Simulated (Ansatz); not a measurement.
# ZnCdO: the cost of one run

Program: Ansatz 0.2.0. Level of theory: DFT PBE, scalar-relativistic, plane waves, PAW. These are calculated values, not measurements.

1 further run of the same task is left out (it didn't finish).

## Step 1: The structure to begin with

The structure is hexagonal, space group P-6m2 (No. 187). The conventional cell has a = 3.563 Å, b = 3.563 Å, c = 3.633 Å, α = 90.00°, β = 90.00°, γ = 120.00°. Zn (site symmetry -6m2) has 3 O at 2.06 Å as nearest neighbours. Around Cd (site symmetry -6m2) lie 6 O at 2.74 Å and 6 Zn at 2.74 Å. O (site symmetry -6m2) is surrounded by 3 Zn at 2.06 Å and 6 Cd at 2.74 Å.

Structure file:

```cif
data_structure
_symmetry_space_group_name_H-M 'P 1'
_symmetry_Int_Tables_number 1
_cell_length_a 3.5634
_cell_length_b 3.5634
_cell_length_c 3.6327
_cell_angle_alpha 90.000
_cell_angle_beta 90.000
_cell_angle_gamma 120.000
_cell_volume 39.95
loop_
_atom_site_label
_atom_site_type_symbol
_atom_site_fract_x
_atom_site_fract_y
_atom_site_fract_z
_atom_site_occupancy
Zn1 Zn 0.00000 0.00000 0.00000 1
Cd1 Cd 0.66667 0.33333 0.50000 1
O1 O 0.33333 0.66667 0.00000 1
```

The cell is invented: species swapped into a database cell of YHSe (P-6m2, No. 187), with Zn on the Y sites, O on the H sites and Cd on the Se sites. The dimensions are guesses.

## Step 2: A first look at the guess

Input file input.yaml:

```yaml
crystal:
  lattice:
    - [3.56343518, 0.0, 0.0]
    - [-1.78171759, 3.08602539, 0.0]
    - [0.0, 0.0, 3.6326624]
  atoms:
    - { symbol: Zn, position: [0.0, 0.0, 0.0] }
    - { symbol: Cd, position: [0.66666667, 0.33333333, 0.5] }
    - { symbol: O, position: [0.33333333, 0.66666667, 0.0] }
basis:
  ecutwfc: 420
kpoints:
  mp_grid: { grid: [6, 6, 6] }
hamiltonian:
  xc: pbe
scf:
  occupations: { method: gaussian, width: 0.1 }
  lower_state_search: "off"
output:
  forces: true
  stress: true
  eigenvalues: true
```

Run with:

```console
ansatz run input.yaml --threads 1 --pin off --max-ram 2560MiB --backend cpu --events-out ev --progress --plain --runs-dir out
```

**Question.** How long does this run take on 1 thread of Intel Xeon at 2.70GHz, shared host, and how much memory does it need?

About 3.9 s, with a peak of 0.35 GiB.
